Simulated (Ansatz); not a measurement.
# Si16N: the cost of one run

Program: Ansatz 0.2.0. Level of theory: DFT PBE, plane waves, PAW, scalar-relativistic, collinear spin. These are calculated values, not measurements.

1 further run of the same task is left out (it didn't finish).

## Step 1: The system as given

The cell holds 17 atoms (NSi16): a = 7.679 Å, b = 7.679 Å, c = 7.679 Å, α = 60.00°, β = 60.00°, γ = 60.00°.

Its coordinates follow in the input file.

## Step 2: Relaxing the start

File input.yaml:

```yaml
accuracy: low
crystal:
  lattice:
    - [0.0, 5.43, 5.43]
    - [5.43, 0.0, 5.43]
    - [5.43, 5.43, 0.0]
  atoms:
    - { symbol: Si, position: [0.0, 0.0, 0.0] }
    - { symbol: Si, position: [0.125, 0.125, 0.125] }
    - { symbol: Si, position: [0.0, 0.0, 0.5] }
    - { symbol: Si, position: [0.125, 0.125, 0.625] }
    - { symbol: Si, position: [0.0, 0.5, 0.0] }
    - { symbol: Si, position: [0.125, 0.625, 0.125] }
    - { symbol: Si, position: [0.0, 0.5, 0.5] }
    - { symbol: Si, position: [0.125, 0.625, 0.625] }
    - { symbol: Si, position: [0.5, 0.0, 0.0] }
    - { symbol: Si, position: [0.625, 0.125, 0.125] }
    - { symbol: Si, position: [0.5, 0.0, 0.5] }
    - { symbol: Si, position: [0.625, 0.125, 0.625] }
    - { symbol: Si, position: [0.5, 0.5, 0.0] }
    - { symbol: Si, position: [0.625, 0.625, 0.125] }
    - { symbol: Si, position: [0.5, 0.5, 0.5] }
    - { symbol: Si, position: [0.625, 0.625, 0.625] }
    - { symbol: "N", position: [0.8080064, 0.3109638, 0.3225254], spin: 1.0 }
magnetization:
  spin_polarized: true
basis:
  ecutwfc: 420.0
kpoints:
  mp_grid: { grid: [2, 2, 2] }
hamiltonian:
  xc: pbe
  pseudopotentials: { kind: paw, azcp: { folder: soft_1 } }
scf:
  occupations: { method: fermi_dirac, width: 0.05 }
  lower_state_search: "off"
relax:
  f_tol: 0.08
  max_steps: 25
  adjacent_minimum: "off"
```

Started as:

```bash
ansatz run input.yaml --threads 1 --pin off --max-ram 3072MiB --backend cpu --events-out ev --progress --plain --runs-dir out
```

Q: Estimate wall time and peak memory on 1 thread of Arm Neoverse V2, shared host.

About 2.7 min, with a peak of 0.66 GiB.
